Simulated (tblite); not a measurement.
# C9H12OSi: the cost of one run

The runs use tblite 0.8.0 and PySCF 2.14.0, with density-fitted response routines of our own; the level of theory stands in each step. All values are computed, except where a source is named. Atoms count from 0, in the outputs and in this text.

## 1. The molecule as given

23 atoms, charge 0, multiplicity 1; geometry from: force field or distance geometry start.

Bonds of the start (Å): C0–C1 1.35, C1–C2 1.51, C2–Si3 1.84, Si3–O4 1.76, O4–C5 1.40, C5–C6 1.39, C6–C7 1.40, C7–C8 1.39, C8–C9 1.38, C9–C10 1.39, C10–C5 1.40, C0–H11 1.08, C0–H12 1.09, C1–H13 1.05, C2–H14 1.12, C2–H15 1.13, Si3–H16 1.46, Si3–H17 1.47, C6–H18 1.09, C7–H19 1.07, C8–H20 1.09, C9–H21 1.09, C10–H22 1.08.

## 2. Optimising the geometry with GFN2-xTB

The job: settings as JSON, then the geometry in Å.

```
{"job": {"kind": "relax", "xc": "GFN2-xTB", "basis": "xTB"}, "charge": 0, "multiplicity": 1}
C     -4.516900    -0.510200     0.533400
C     -3.775800     0.550500     0.147500
C     -2.548800     0.786200     0.989200
Si    -1.019600     0.696500    -0.033000
O      0.191500    -0.169600     0.902500
C      1.485700    -0.251800     0.375500
C      2.582800     0.295300     1.028200
C      3.844600     0.164100     0.443500
C      3.953800    -0.505200    -0.764800
C      2.869400    -1.052100    -1.429800
C      1.617700    -0.920100    -0.844400
H     -4.261100    -1.130300     1.386000
H     -5.436300    -0.774300     0.010900
H     -4.022400     1.156800    -0.676500
H     -2.592800     1.812800     1.443400
H     -2.508200     0.027600     1.826100
H     -1.199000    -0.035700    -1.284800
H     -0.535000     2.025400    -0.422700
H      2.482800     0.810500     1.980200
H      4.731400     0.559400     0.899800
H      4.923000    -0.617000    -1.255000
H      2.997000    -1.565300    -2.385800
H      0.731600    -1.326500    -1.313600
```

On the command line:

```bash
OMP_NUM_THREADS=1 python probes_run.py task.json out
```

The driver reads the jobs from task.json and runs them one after another.

**Question.** How long does this first job take on 1 thread of Arm Neoverse N1, shared host, and how much memory does it need?

About 3.4 s, with a peak of 0.18 GiB.
